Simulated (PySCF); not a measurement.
**From one method to the next for InSn (quartet)**

What do other methods print for InSn (quartet)?

The runs use PySCF 2.14.0; each script names its method and basis.

10 further runs of the same task are left out: 10 that didn't finish.

## Step 1: The starting structure

InSn (quartet): 2 atoms, charge 0, spin multiplicity 4.

Bond lengths: In1–Sn2 2.740 Å.

## Step 2: Base script

Contents of input.py:

```python
from pyscf import gto, scf, mp

mol = gto.M(
    atom='In 0 0 0; Sn 0 0 2.74',
    basis='sbkjc',
    ecp={'In': 'sbkjc', 'Sn': 'sbkjc'},
    charge=0,
    spin=3,
    symmetry=True,
    verbose=3,
)
mf = scf.UHF(mol)
mf.kernel()
mp.MP2(mf).kernel()
mf.dip_moment()
print('orbital energies (hartree):', [e[max(0, n-3):n+3].round(4) for e, n in zip(mf.mo_energy, mol.nelec)])
```

The run is started by

```console
OMP_NUM_THREADS=1 python input.py
```

## Step 3: Wb97x (UKS)

Edit 1 changes functional: none (Hartree–Fock) → wb97x; SCF type: UHF → UKS; step after the SCF: mp2 → analyze.

Edit input.py of step 2 so:

```diff
@@ -1,2 +1,2 @@
-from pyscf import gto, scf, mp
+from pyscf import gto, dft
 
@@ -11,5 +11,5 @@
 )
-mf = scf.UHF(mol)
+mf = dft.UKS(mol, xc='wb97x')
 mf.kernel()
-mp.MP2(mf).kernel()
+mf.mulliken_pop()
 mf.dip_moment()
```

## Step 4: Frozen orbitals 5

Edit 2 changes frozen orbitals: none → 5.

Edit input.py of step 2 so:

```diff
@@ -13,3 +13,3 @@
 mf.kernel()
-mp.MP2(mf).kernel()
+mp.MP2(mf, frozen=5).kernel()
 mf.dip_moment()
```

## Step 5: MP2

Edit 3 changes frozen orbitals: none → 4.

Edit input.py of step 2 so:

```diff
@@ -13,3 +13,3 @@
 mf.kernel()
-mp.MP2(mf).kernel()
+mp.MP2(mf, frozen=4).kernel()
 mf.dip_moment()
```

## Step 6: RHF

Edit 4 changes SCF type: UHF → RHF.

Contents of input.py:

```python
from pyscf import gto, scf, mp

mol = gto.M(
    atom='In 0 0 0; Sn 0 0 2.74',
    basis='sbkjc',
    ecp={'In': 'sbkjc', 'Sn': 'sbkjc'},
    charge=0,
    spin=3,
    symmetry=True,
    verbose=3,
)
mf = scf.RHF(mol)
mf.kernel()
mp.MP2(mf).kernel()
mf.dip_moment()
print('orbital energies (hartree):', mf.mo_energy[..., max(0, mol.nelec[1]-3):mol.nelec[0]+3].round(4))
```

## Step 7: SCF alone

Edit 5 changes step after the SCF: mp2 → none.

Edit input.py of step 2 so:

```diff
@@ -1,2 +1,2 @@
-from pyscf import gto, scf, mp
+from pyscf import gto, scf
 
@@ -13,3 +13,2 @@
 mf.kernel()
-mp.MP2(mf).kernel()
 mf.dip_moment()
```

## Step 8: TDHF

Edit 6 changes step after the SCF: mp2 → tddft; number of roots: none → 6.

Edit input.py of step 2 so:

```diff
@@ -1,2 +1,2 @@
-from pyscf import gto, scf, mp
+from pyscf import gto, scf, tdscf
 
@@ -13,3 +13,6 @@
 mf.kernel()
-mp.MP2(mf).kernel()
+td = tdscf.TDHF(mf)
+td.nstates = 6
+td.kernel()
+td.analyze(verbose=3)
 mf.dip_moment()
```

**Question.** What will these runs give? Wanted: for each run, E(SCF); from base; SCF dipole; after the SCF.

The runs gave:

```csv
run,E(SCF) (hartree),from base (eV),SCF dipole (D),after the SCF
base,-191.551641,0,2.81,MP2 correlation -5.846 eV
wb97x (UKS),-192.540370,not comparable,2.38,n/a
frozen orbitals 5,-191.551641,0.0000,2.81,"MP2 correlation -2.955 eV, core frozen"
MP2,-191.551641,0.0000,2.81,"MP2 correlation -3.746 eV, core frozen"
RHF,-191.548749,+0.0787,2.66,MP2 correlation -5.892 eV
SCF alone,-191.551641,0.0000,2.81,n/a
TDHF,-191.551641,0.0000,2.81,lowest root found 1.99 eV
```

What this shows: Total energies of different functionals can't be compared with each other; differences within one functional can. The dearest run is “wb97x (UKS)”, at 5.7 s against 1.6 s.
